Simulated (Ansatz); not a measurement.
# C2H5BO2: one species, many methods

How much do the methods differ for C2H5BO2? The plan is to run it at one geometry with functionals of several rungs and with coupled cluster. The yardstick is the atomisation energy at the CCSD(T) limit.

Method: functionals in def2-TZVPP, the program's frozen cores in correlated methods; program: Ansatz 0.2.0, Gaussian basis.

Levels to be run: LDA (SPW92), PBE-D4, revPBE-D4, BLYP-D4, r2SCAN-D4, B97M-V, PBE0-D4, B3LYP-D4, r2SCANh-D4, r2SCAN0-D4, HSE06-D4, BHLYP-D4, CAM-B3LYP-D4, LC-ωPBE, ωB97X-V, ωB97M-V, B2PLYP, PBE-QIDH; CCSD(T)/def2-SVP; CCSD(T)/def2-TZVPP; MP2/def2-QZVPP; extrapolation to the limit; RPA on PBE.

## 1. The geometry

All runs share one geometry, relaxed beforehand with PBE0-D4 in a triple-zeta def2 set.

SMILES `B1COCO1`, 10 atoms, charge 0, spin multiplicity 1.

Atoms are counted from 1 here; the program's logs count them from 0.

Bond lengths: B1–C2 1.571 Å, B1–O5 1.350 Å, B1–H6 1.191 Å, C2–O3 1.432 Å, C2–H7 1.093 Å, C2–H8 1.102 Å, O3–C4 1.392 Å, C4–O5 1.424 Å, C4–H9 1.092 Å, C4–H10 1.100 Å. Angles: C2–B1–O5 107.3°, C2–B1–H6 131.8°, O5–B1–H6 120.9°, B1–C2–O3 101.8°, B1–C2–H7 115.7°, B1–C2–H8 112.5°, O3–C2–H7 108.5°, O3–C2–H8 111.1°, H7–C2–H8 107.1°, C2–O3–C4 108.4°, O3–C4–O5 108.4°, O3–C4–H9 109.3°, O3–C4–H10 111.9°, O5–C4–H9 109.4°, O5–C4–H10 107.4°, H9–C4–H10 110.2°, B1–O5–C4 109.1°.

## 2. LDA

This LDA is Slater exchange with PW92 correlation.

File in.yaml:

```yaml
crystal:
  periodic: [false, false, false]
  atoms:
    - {symbol: B, position_ang: [-1.068793, 0.155606, 0.498013]}
    - {symbol: C, position_ang: [-0.198385, -1.095677, 0.116125]}
    - {symbol: O, position_ang: [1.081921, -0.499998, -0.121320]}
    - {symbol: C, position_ang: [0.894215, 0.855162, -0.375969]}
    - {symbol: O, position_ang: [-0.340639, 1.255268, 0.210364]}
    - {symbol: H, position_ang: [-2.168935, 0.250290, 0.944456]}
    - {symbol: H, position_ang: [-0.088342, -1.852715, 0.896479]}
    - {symbol: H, position_ang: [-0.570042, -1.609552, -0.784887]}
    - {symbol: H, position_ang: [1.711260, 1.424409, 0.073221]}
    - {symbol: H, position_ang: [0.830940, 1.066007, -1.453382]}
basis:
  gaussian: {orbitals: def2-TZVPP}
hamiltonian: {xc: lda}
output: {orbitals: {seedname: orbitals}}
```

On the command line:

```
ansatz run in.yaml --threads 2 --pin off --events-out ev --progress --plain --max-ram 4352MiB
```

The runs that follow: PBE-D4 (GGA); revPBE-D4 (GGA); BLYP-D4 (GGA); r2SCAN-D4 (meta-GGA); B97M-V (meta-GGA); B3LYP-D4 (hybrid); r2SCANh-D4 (hybrid); r2SCAN0-D4 (hybrid); HSE06-D4 (hybrid); BHLYP-D4 (hybrid); CAM-B3LYP-D4 (range-separated); LC-ωPBE (range-separated); ωB97X-V (range-separated); ωB97M-V (range-separated); B2PLYP (double hybrid); PBE-QIDH (double hybrid); CCSD(T) in def2-SVP; CCSD(T) in def2-TZVPP; MP2 in def2-QZVPP; RPA on PBE orbitals.

**Question.** What will the summary of the whole plan be? Wanted: atomisation energy, CCSD(T)/CBS; farthest beyond LDA; mean size of error, GGA; mean size of error, meta-GGA; mean size of error, hybrid; mean size of error, range-separated; mean size of error, double hybrid; gap, smallest and largest; T1 diagnostic.

**Answer**, as computed:

```
                               quantity                                                       value
        atomisation energy, CCSD(T)/CBS                                              986.7 kcal/mol
functionals within 4.9 kcal/mol (0.5 %)  revPBE-D4, BLYP-D4, B97M-V, B3LYP-D4, r2SCANh-D4, PBE-QIDH
                    farthest beyond LDA                                   BHLYP-D4 (-32.8 kcal/mol)
                mean size of error, GGA                                               12.5 kcal/mol
           mean size of error, meta-GGA                                                5.7 kcal/mol
             mean size of error, hybrid                                               10.6 kcal/mol
    mean size of error, range-separated                                                7.2 kcal/mol
      mean size of error, double hybrid                                                3.6 kcal/mol
              gap, smallest and largest                   4.66 eV (LDA (SPW92)), 12.47 eV (LC-ωPBE)
                          T1 diagnostic                                                      0.0138
triples share of the correlation energy                                                       3.8 %
```

**Reading.** LDA overbinds by 165.7 kcal/mol (17 %). PBE-D4 is off by +31.7 kcal/mol. Double hybrids carry the basis error of their MP2 part in triple zeta, and no dispersion term here, so their miss is partly the set-up's. Taken by rung, double hybrid functionals do best (3.6 kcal/mol on average) and GGA ones worst beyond LDA (12.5 kcal/mol). The gap between the best rungs is small, so their order is not settled. Misses under about 4.9 kcal/mol are within the doubt on the reference itself, which lacks core-valence correlation, relativity and higher excitations. Hartree-Fock recovers 72 % of the binding; the rest is correlation. CCSD(T) in def2-SVP is off by -43.3 kcal/mol, so the small basis spoils what the method gains. Orbital gaps span 4.7 to 12.5 eV; exact exchange widens them.
